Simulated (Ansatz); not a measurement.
# SiGeH2+ (quartet): wave-function methods side by side, cc-pVDZ

An exercise on one series of results from a longer session: the logs are not shown, and one member is left open.

Computed with Ansatz 0.2.0, Gaussian basis. Level: cc-pVDZ, core rule «outside noble gas», up to 19 orbitals frozen.

To be run: UHF; CCSD(T) on ROHF; CCSD(T) on UHF; BCCD(T) on ROHF; CISD; CCSDT(Q) on ROHF; CCSDT(Q) on UHF; CASSCF and MRCISD+Q, 9 electrons in 10 orbitals; CASSCF and NEVPT2, 9 electrons in 10 orbitals.

25 further runs of the same task are left out: 10 that didn't finish, 15 set aside as unsound or not needed.

## The geometry

The geometry is a PBE0/def2-TZVP stationary point (not a proven minimum) of the parent state, kept for this charge and spin. No spin-orbit coupling is included. The filled d shell of Ge may be among the frozen orbitals whatever the setting's name suggests; the logs give the count.

4 atoms, charge 1, spin multiplicity 4.

Atoms are counted from 1 here; the program's logs count them from 0.

Bond lengths: Si1–Ge2 2.342 Å, Si1–H3 1.495 Å, Si1–H4 1.495 Å. Angles: Ge2–Si1–H3 127.1°, Ge2–Si1–H4 127.1°, H3–Si1–H4 105.7°.

Set-up of the first run:

File in.yaml:

```yaml
crystal:
  periodic: [false, false, false]
  atoms:
    - {symbol: Si, position_ang: [0.000000, 0.000000, 1.638136]}
    - {symbol: Ge, position_ang: [0.000000, 0.000000, -0.703890]}
    - {symbol: H, position_ang: [0.000000, 1.191949, 2.541160]}
    - {symbol: H, position_ang: [0.000000, -1.191949, 2.541160]}
basis:
  gaussian: {orbitals: cc-pVDZ}
total_charge: 1
magnetization: {spin_polarized: true, initial_magnetization: 3}
hamiltonian: {xc: hf}
output: {orbitals: {seedname: orbitals}}
```

Run with:

```bash
$ ansatz run in.yaml --threads 1 --pin off --events-out ev --progress --plain --max-ram 2393MiB
```

Among the steps run: UHF; CCSD(T) on ROHF; CCSD(T) on UHF; BCCD(T) on ROHF; CISD; CCSDT(Q) on ROHF; CCSDT(Q) on UHF; CASSCF and MRCISD+Q, 9 electrons in 10 orbitals; CASSCF and NEVPT2, 9 electrons in 10 orbitals.

One of the session's tables, all rows but one given; the rest of the session is left out.

| method | from UCCSDT(Q) (meV) |
| --- | --- |
| ROHF | +4527.0 |
| UHF | +4435.6 |
| RMP2 | +1105.4 |
| UMP2 | +1105.8 |
| CISD | +448.5 |
| RCCSD | +212.7 |
| UCCSD | ? |
| RCCSD(T) | +61.8 |
| UCCSD(T) | +47.7 |
| BCCD(T) | +60.6 |
| RCCSDT | +22.3 |
| UCCSDT | +8.2 |
| RCCSDT(Q) | +13.9 |
| UCCSDT(Q) | 0 |
| CASSCF valence | +2718.7 |
| NEVPT2 valence | +785.4 |
| MRCISD valence | +194.4 |
| MRCISD+Q valence | +40.5 |

Estimate the missing values for UCCSD.

The run gave: from UCCSDT(Q) (meV): +193.9. In the column «from UCCSDT(Q) (meV)» it lies between RCCSD(T) (+61.8) and MRCISD valence (+194.4).

Among the levels timed on like hardware and quicker than the yardstick, those that no quicker one beats, quickest first: BCCD(T) (3.8 s, +60.6 meV); UCCSD(T) (4 s, +47.7 meV); MRCISD+Q valence (9 s, +40.5 meV).

To keep in mind: Of the multireference levels listed MRCISD+Q valence comes nearest in total energy (+40.5 meV), which doesn't show that its space is the better one. Restricted and unrestricted rows rest on different reference determinants; where their highest levels disagree by more than a few hundredths of an eV, they describe different states and don't form one ladder.
